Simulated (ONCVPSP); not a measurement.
# Pseudopotential generation for phosphorus: ONCV, PBEsol

Do these settings give a usable potential? It is generated, then checked for transferability, scattering, ghosts and hardness.

Method: ONCVPSP 4.0.1, PBEsol, scalar-relativistic.

## 1. Settings

Typed settings, in words:

```
element                 : phosphorus (P, Z = 15)
type                    : optimised norm-conserving Vanderbilt (ONCV)
frozen core             : [Ne]
valence charge          : 5
reference configuration : 3s2 3p3
partial waves           : 3s: rc 1.10 bohr, ncon 3, nbas 7, qcut 6.4 1/bohr, 2 projectors, debl 1.4 Ha; 3p: rc 1.40 bohr, ncon 3, nbas 8, qcut 6.9 1/bohr, 1 projector; d scattering state at 0.26 Ha: rc 1.40 bohr, ncon 4, nbas 8, qcut 6.4 1/bohr, 2 projectors, debl 1.7 Ha
local potential         : polynomial inside 0.80 bohr (lpopt 5, dvloc0 3 Ha)
core correction         : Teter function, fcfact 2.25, rcfact 1.05
```

The outer shells as boxes (Hund's rule for the drawing; the calculation is spin-unpolarised):

```
[Ne] core
3s [↑↓]
3p [↑ ][↑ ][↑ ]
```

## 2. Generating the potential

File P.dat:

```
# ATOM AND REFERENCE CONFIGURATION
# atsym  z   nc   nv     iexc    psfile
  P 15.00    3    2  -116133      upf
#
#   n    l    f
    1    0    2.00
    2    0    2.00
    2    1    6.00
    3    0    2.00
    3    1    3.00
#
# PSEUDOPOTENTIAL AND OPTIMIZATION
# lmax
    2
#
#   l,   rc,      ep,       ncon, nbas, qcut
    0    1.10    0.00    3    7    6.40
    1    1.40    0.00    3    8    6.90
    2    1.40    0.26    4    8    6.40
#
# LOCAL POTENTIAL
# lloc, lpopt,  rc(5),   dvloc0
    4    5    0.80    3.00
#
# VANDERBILT-KLEINMAN-BYLANDER PROJECTORs
# l, nproj, debl
    0    2    1.40
    1    1    2.90
    2    2    1.70
#
# MODEL CORE CHARGE
# icmod, fcfact, rcfact
    3    2.25    1.05
#
# LOG DERIVATIVE ANALYSIS
# epsh1, epsh2, depsh
   -2.00    5.00    0.02
#
# OUTPUT GRID
# rlmax, drl
    6.00    0.01
#
# TEST CONFIGURATIONS
# ncnf
    4
# nvcnf
#   n    l    f
    2
    3    0    2.00
    3    1    2.00
#
    2
    3    0    2.00
    3    1    1.00
#
    2
    3    0    2.00
    3    1    0.00
#
    2
    3    0    1.00
    3    1    0.00
#
```

Run with:

```console
oncvpsp.x < P.dat > P.out
```

What does the calculation give? Wanted: cutoffs for 1 and 0.1 mHa per electron, occupied waves; bound ghosts; GHOST(+) flags; largest test error; largest phase difference near zero energy, channels read; rms error of d²Exc/dn², without and with the model core.

**Answer**, as computed:

| quantity | value |
| --- | --- |
| cutoffs for 1 and 0.1 mHa per electron, occupied waves | 68 Ha and 130 Ha |
| bound ghosts | s at -176.55 eV |
| GHOST(+) flags | none at low energy |
| largest test error (AE − PS) | +128 meV, for 3s1 3p0 |
| largest phase difference near zero energy, channels read | 0.013 rad |
| rms error of d²Exc/dn², without and with the model core | 1.83 and 1.05 mHa |

**Reading.** It has a bound ghost (s), a state that the atom doesn't have, and that rules the file out. Close by lies the frozen 2s level (-173.6 eV). The worst unpolarised test, 3s1 3p0, is off by 128 meV on 110.4 eV; by total energies transferability rates as fair for so large an energy. That test lies far up in energy; among those under 40 eV, nearer to bonding, the largest error is 13 meV. By its cutoff, 68 Ha for the looser tolerance, it is very hard. At the looser tolerance the 3s wave is the slowest; 3p needs 4 Ha. Near zero energy the phases of the channels with partial waves agree within 0.013 rad. These are tests on the free atom; a crystal test is still owed.
